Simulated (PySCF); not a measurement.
# CH3ClF2Si (SMILES C[Si](F)(F)Cl): MP2/ma-def2-SVP

Aim: the vertical singlet–triplet gap of CH3ClF2Si at MP2/ma-def2-SVP, from 2 runs. 

Program for the calculation: PySCF 2.14.0.

### 1 The system as given

The species is CH3ClF2Si (8 atoms), meant as a singlet with charge 0. SMILES: `C[Si](F)(F)Cl`. Geometry: relaxed at PBE0-D4/def2-TZVP.

Bond lengths: C1–Si2 1.832 Å, Si2–F3 1.582 Å, Si2–F4 1.582 Å, Si2–Cl5 2.029 Å, C1–H6 1.092 Å, C1–H7 1.092 Å, C1–H8 1.091 Å. Some angles: C1–Si2–F3 111.0°, C1–Si2–F4 111.0°, C1–Si2–Cl5 112.6°, F3–Si2–F4 106.6°, F3–Si2–Cl5 107.7°, F4–Si2–Cl5 107.8°, Si2–C1–H6 110.1°, Si2–C1–H7 110.4°, Si2–C1–H8 110.4°, H6–C1–H7 108.6°.

### 2 The energy at MP2/ma-def2-SVP

Contents of job.py:

```python
from pyscf import gto, scf, mp

system = gto.M(
    atom=[
    ('C', (-0.808500, -0.299000, 0.512200)),
    ('Si', (0.690600, 0.151400, -0.439200)),
    ('F', (1.987000, -0.472300, 0.219100)),
    ('F', (0.616200, -0.415600, -1.914200)),
    ('Cl', (0.963100, 2.158500, -0.560900)),
    ('H', (-0.917100, -1.385400, 0.549800)),
    ('H', (-0.740200, 0.080400, 1.533400)),
    ('H', (-1.698800, 0.124800, 0.044100)),
],
    max_memory=1860,
    spin=0,
    basis='ma-def2-svp',
    verbose=3,
    charge=0,
)

mf = scf.RHF(system)
mf.conv_tol = 1e-10
mf.kernel()
if not mf.converged:
    mf = mf.newton().run(mf.mo_coeff, mf.mo_occ)

pt = mp.MP2(mf, frozen=13).run()
energy = pt.e_tot
print('E = %.10f Eh' % energy)
```

On the command line:

```console
$ OMP_NUM_THREADS=1 python job.py
```

Log:

```text
converged SCF energy = -986.701408995442
E(RMP2) = -987.431255442225  E_corr = -0.729846446783755
E(SCS-RMP2) = -987.408098913266  E_corr = -0.706689917824326
E = -987.4312554422 Eh
```

It took 2.6 s on 1 thread of Arm Neoverse V2, shared host; peak memory 0.28 GiB.

### 3 The triplet, same level

Contents of calc.py:

```python
from pyscf import gto, scf, mp

molecule = gto.M(
    atom='''
C     -1.527844    -0.565028     0.967918
Si     1.305045     0.286105    -0.829968
F      3.754886    -0.892518     0.414039
F      1.164449    -0.785370    -3.617314
Cl     1.819995     4.078974    -1.059947
H     -1.733068    -2.618027     1.038971
H     -1.398775     0.151934     2.897706
H     -3.210267     0.235838     0.083337
''',
    verbose=3,
    basis='ma-def2-svp',
    charge=0,
    unit='bohr',
    spin=2,
    max_memory=1860,
)

mf = scf.UHF(molecule)
mf.conv_tol = 1e-10
mf.kernel()
if not mf.converged:
    mf = mf.newton().run(mf.mo_coeff, mf.mo_occ)

pt = mp.MP2(mf, frozen=13).run()
energy = pt.e_tot
print('E = %.10f Eh' % energy)
```

On the command line:

```console
$ OMP_NUM_THREADS=1 python calc.py
```

Log:

```text
WARN: HOMO 0.0253394784730965 >= LUMO -0.386554586670591

WARN: HOMO -0.126169695352564 >= LUMO -0.373616418483157

WARN: HOMO -0.106960492303398 >= LUMO -0.264802529533138

WARN: HOMO -0.108160389467149 >= LUMO -0.236485987718306

WARN: HOMO -0.110279800265029 >= LUMO -0.23560907020512

WARN: HOMO -0.111236798029204 >= LUMO -0.231575298986808

WARN: HOMO -0.111983571882778 >= LUMO -0.230615868213075

WARN: HOMO -0.112683831893257 >= LUMO -0.229183112073039

WARN: HOMO -0.113610803943971 >= LUMO -0.227796192596486

WARN: HOMO -0.114821994644396 >= LUMO -0.225848008115955

WARN: HOMO -0.115072967246463 >= LUMO -0.225341219113651

WARN: HOMO -0.115352979461203 >= LUMO -0.225018956042869

WARN: HOMO -0.115243454532692 >= LUMO -0.225138279310166

WARN: HOMO -0.11534120737928 >= LUMO -0.224956571467359

WARN: HOMO -0.115327815768132 >= LUMO -0.225000032713786

WARN: HOMO -0.115341219285063 >= LUMO -0.224971485133111

WARN: HOMO -0.115349958121331 >= LUMO -0.224950839490305

WARN: HOMO -0.11534236288643 >= LUMO -0.224967472614363

WARN: HOMO -0.115341827382986 >= LUMO -0.224970749015213

WARN: HOMO -0.115341333223617 >= LUMO -0.224971769414035

WARN: HOMO -0.115340993891813 >= LUMO -0.224972281130601

WARN: HOMO -0.115340967434862 >= LUMO -0.224971647431487

WARN: HOMO -0.115340967187496 >= LUMO -0.224971729755943

converged SCF energy = -986.359678807298  <S^2> = 2.0140066  2S+1 = 3.0093232
E(UMP2) = -987.09007686506  E_corr = -0.730398057761579
E(SCS-UMP2) = -987.063569179736  E_corr = -0.703890372437464
E = -987.0900768651 Eh
```

It took 6.3 s on 1 thread of Arm Neoverse V2, shared host; peak memory 0.3 GiB.

### 4 Summary of results

At MP2/ma-def2-SVP, 13 core orbitals frozen:

```
                                                           quantity          value
                                              singlet: total energy  -987.43126 Eh
                      singlet: dipole moment (Hartree–Fock density)         2.53 D
                       singlet: HOMO energy (Hartree–Fock orbitals)      -13.19 eV
                       singlet: LUMO energy (Hartree–Fock orbitals)        1.24 eV
                     singlet: HOMO–LUMO gap (Hartree–Fock orbitals)       14.43 eV
              singlet: correlation energy (13 core orbitals frozen)     -729.8 mEh
                                              triplet: total energy  -987.09008 Eh
                      triplet: dipole moment (Hartree–Fock density)         1.76 D
triplet: HOMO energy (Hartree–Fock orbitals) (highest over α and β)       -3.14 eV
              triplet: correlation energy (13 core orbitals frozen)     -730.4 mEh
                         triplet: ⟨S²⟩ of the reference determinant          2.014
                   vertical energy of the triplet above the singlet       9.284 eV
```

**Reading.** At this shape the triplet lies 9.28 eV (214 kcal/mol) above the singlet. Mulliken charges (singlet) of the mean-field density run from -1.02 on C1 to +1.14 on Si2; they depend strongly on the basis. Mulliken charges (triplet) of the mean-field density run from -0.43 on Si2 to +0.36 on H6.
